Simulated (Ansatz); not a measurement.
**Si₂HF₂−: an energy map over bond length F1–Si2 and angle Si3–Si2–F1**

The runs use Ansatz 0.2.0; RKS CAM-B3LYP-D4/def2-SVPD.

**1. The starting structure**

5 atoms, charge -1, spin multiplicity 1.

Atoms are counted from 1 here; the program's logs count them from 0.

Bond lengths: F1–Si2 1.743 Å, Si2–Si3 2.232 Å, Si3–F4 1.723 Å, Si3–H5 1.526 Å. Angles: F1–Si2–Si3 108.6°, Si2–Si3–F4 143.4°, Si2–Si3–H5 113.9°, F4–Si3–H5 102.7°.

Coordinates:

```xyz
5

F    -0.2321   -1.4744    2.1200
Si   -0.0849    0.1936    1.6344
Si    0.0544    0.2792   -0.5914
F     0.0725   -0.6922   -2.0150
H     0.1901    1.6938   -1.1480
```

This geometry comes from a loose relaxation at PBE in a small basis, which is not shown.

**3. Plan of the scan**

The axes are (1) bond length F1–Si2: 15 values from 1.413 to 2.585 Å; (2) angle Si3–Si2–F1: 15 values from 60.4 to 150.4 °.

Nothing else is relaxed (all other coordinates rigid). Energies count from the relaxed molecule at the same level.

(The set-up runs are not shown.)

**4. Grid point bond length F1–Si2 = 2.417 Å, angle Si3–Si2–F1 = 131.1°**

input.yaml

```yaml
crystal:
  periodic: [false, false, false]
  atoms:
    - { symbol: F, position_ang: [-0.224803, -1.48975, 1.979471] }
    - { symbol: Si, position_ang: [-0.029013, 0.872051, 1.504657] }
    - { symbol: Si, position_ang: [0.161857, 1.951915, -0.400162] }
    - { symbol: F, position_ang: [0.234144, 1.565191, -2.04701] }
    - { symbol: H, position_ang: [0.269825, 3.450711, -0.408536] }
total_charge: -1
basis:
  gaussian: { orbitals: def2-SVPD }
hamiltonian:
  xc: { name: CAM-B3LYP }
  dispersion: d4
output:
  forces: true
```

Launch:

```bash
$ ansatz run input.yaml --threads 1 --pin off --max-ram 2560MiB --backend cpu --events-out ev --progress --plain --runs-dir out
```

**Question.** How long does this run take on 1 thread of Intel Xeon 6975P-C (Granite Rapids), shared host, and how much memory does it need?

About 2.1 s, with a peak of 0.23 GiB.
